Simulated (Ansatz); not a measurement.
# CrSiTe3: the cost of one run

Method: DFT LDA, scalar-relativistic, plane waves, PAW, in Ansatz 0.2.0.

## Step 1: The structure to begin with

The structure is trigonal, space group R-3 (No. 148). Conventional cell: a = 6.831 Å, b = 6.831 Å, c = 21.773 Å, α = 90.00°, β = 90.00°, γ = 120.00°. Cr (site symmetry 3) has 6 Te at 2.79 to 2.80 Å as nearest neighbours. Si (site symmetry 3) is surrounded by 1 Si at 2.27 Å and 3 Te at 2.53 Å. Te (site symmetry 1) has 1 Si at 2.53 Å and 2 Cr at 2.79 to 2.80 Å as nearest neighbours.

As a file:

```
Cr Si Te
1.0
     3.41526    1.97180    7.25768
    -3.41526    1.97180    7.25768
     0.00000   -3.94360    7.25768
Cr Si Te
2 2 6
Cartesian
  0.0000 0.0000 14.5049
  0.0000 0.0000 7.2681
  0.0000 0.0000 1.1366
  0.0000 0.0000 20.6364
  2.1978 -0.1590 8.9892
  -0.9612 1.9829 8.9892
  -1.2367 -1.8239 8.9892
  1.2367 1.8239 12.7838
  0.9612 -1.9829 12.7838
  -2.1978 0.1590 12.7838
```

The structure rests on an entry of the Materials Project (structure only); cell or positions may have been set otherwise for this series.

## Step 2: Relaxing cell and atoms: CrSiTe3, total moment held at 6 μB

Contents of input.yaml:

```yaml
crystal:
  lattice:
    - [3.4152614328, 1.9718021076, 7.2576780084]
    - [-3.4152614328, 1.9718021076, 7.2576780084]
    - [0.0, -3.9436042152, 7.2576780084]
  atoms:
    - { symbol: Cr, position: [0.6661873, 0.6661873, 0.6661873], spin: 3.0 }
    - { symbol: Cr, position: [0.3338127, 0.3338127, 0.3338127], spin: 3.0 }
    - { symbol: Si, position: [0.05220242, 0.05220242, 0.05220242] }
    - { symbol: Si, position: [0.94779758, 0.94779758, 0.94779758] }
    - { symbol: Te, position: [0.72118351, 0.07765044, 0.43974779] }
    - { symbol: Te, position: [0.43974779, 0.72118351, 0.07765044] }
    - { symbol: Te, position: [0.07765044, 0.43974779, 0.72118351] }
    - { symbol: Te, position: [0.92234956, 0.56025221, 0.27881649] }
    - { symbol: Te, position: [0.56025221, 0.27881649, 0.92234956] }
    - { symbol: Te, position: [0.27881649, 0.92234956, 0.56025221] }
magnetization:
  spin_polarized: true
  initial_magnetization: 6
  spin_locking: { lock_magnetization: hard }
scf:
  occupations: { method: gaussian, width: 0.02 }
output:
  forces: true
  stress: true
  populations: true
  write_density: true
  write_potential: true
  elf: true
  volumetric_format: npy
hamiltonian:
  xc: lda
relax:
  f_tol: 0.004
  cell: { stress_tol: 0.03 }
kpoints:
  mp_grid: { grid: [5, 5, 5] }
```

On the command line:

```console
$ ansatz run input.yaml --threads 4 --pin off --max-ram 9216MiB --backend cpu --events-out ev --progress --plain --runs-dir out
```

What time and memory should one allow on 4 threads of Intel Xeon at 2.70GHz, shared host?

About 5.1 min, with a peak of 1.5 GiB.
